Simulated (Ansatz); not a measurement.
**CH₂OSe (SMILES OC=[Se]): single points off equilibrium**

The task here is to estimate one member of a computed series from the others.

Method: single points in def2-TZVPP; program: Ansatz 0.2.0, Gaussian basis.

Correlated methods freeze the cores. Filled d shells of the heavier atoms are correlated.

## Starting geometry

SMILES `OC=[Se]`, 5 atoms, charge 0, spin multiplicity 1.

Atoms are counted from 1 here; the program's logs count them from 0.

Bond lengths: O1–C2 1.189 Å, O1–H4 1.068 Å, C2–Se3 1.945 Å, C2–H5 1.171 Å. Angles: C2–O1–H4 108.6°, O1–C2–Se3 124.5°, O1–C2–H5 111.2°, Se3–C2–H5 121.5°.

As a file:

```xyz
5
CH2OSe
O    -0.5350   -0.7639   -0.0228
C     0.1723    0.1815    0.1138
Se    1.8998    0.1456    1.0072
H    -1.3276   -0.5029   -0.6889
H    -0.1100    1.0333   -0.6382
```

Set-up of the first run:

Contents of run/in.yaml:

```yaml
crystal:
  periodic: [false, false, false]
  atoms:
    - {symbol: O, position_ang: [-0.535000, -0.763900, -0.022800]}
    - {symbol: C, position_ang: [0.172300, 0.181500, 0.113800]}
    - {symbol: Se, position_ang: [1.899800, 0.145600, 1.007200]}
    - {symbol: H, position_ang: [-1.327600, -0.502900, -0.688900]}
    - {symbol: H, position_ang: [-0.110000, 1.033300, -0.638200]}
basis:
  gaussian: {orbitals: def2-TZVPP}
correlation: {method: ccsd_t}
output: {forces: true}
```

The command line of these runs was not kept.

Steps of the session up to this table: CCSD(T)/def2-TZVPP; PBE0-D4/def2-TZVPP; wB97M-V/def2-TZVPP; r2SCAN-D4/def2-TZVPP; PBE-D4/def2-TZVPP; SPW92/def2-TZVPP; r2SCAN0-D4/def2-TZVPP.

One of the session's tables, all rows but one given; the rest of the session is left out.

| method | RMS force component (eV/Å) | angle to CCSD(T) forces (°) | dipole (D) |
| --- | --- | --- | --- |
| CCSD(T) | 4.319 | reference | 5.09 |
| PBE0-D4 | 3.994 | 3.0 | 5.29 |
| wB97M-V | 4.064 | 2.9 | 5.51 |
| r2SCAN-D4 | ? | ? | ? |
| PBE-D4 | 4.055 | 3.0 | 4.83 |
| SPW92 | 3.819 | 4.2 | 4.90 |
| r2SCAN0-D4 | 3.968 | 4.7 | 5.47 |

Estimate the missing values for r2SCAN-D4.

**Answer.** RMS force component (eV/Å): 4.023; angle to CCSD(T) forces (°): 1.5; dipole (D): 5.19. In the column «RMS force component (eV/Å)» it lies between PBE0-D4 (3.994) and PBE-D4 (4.055).
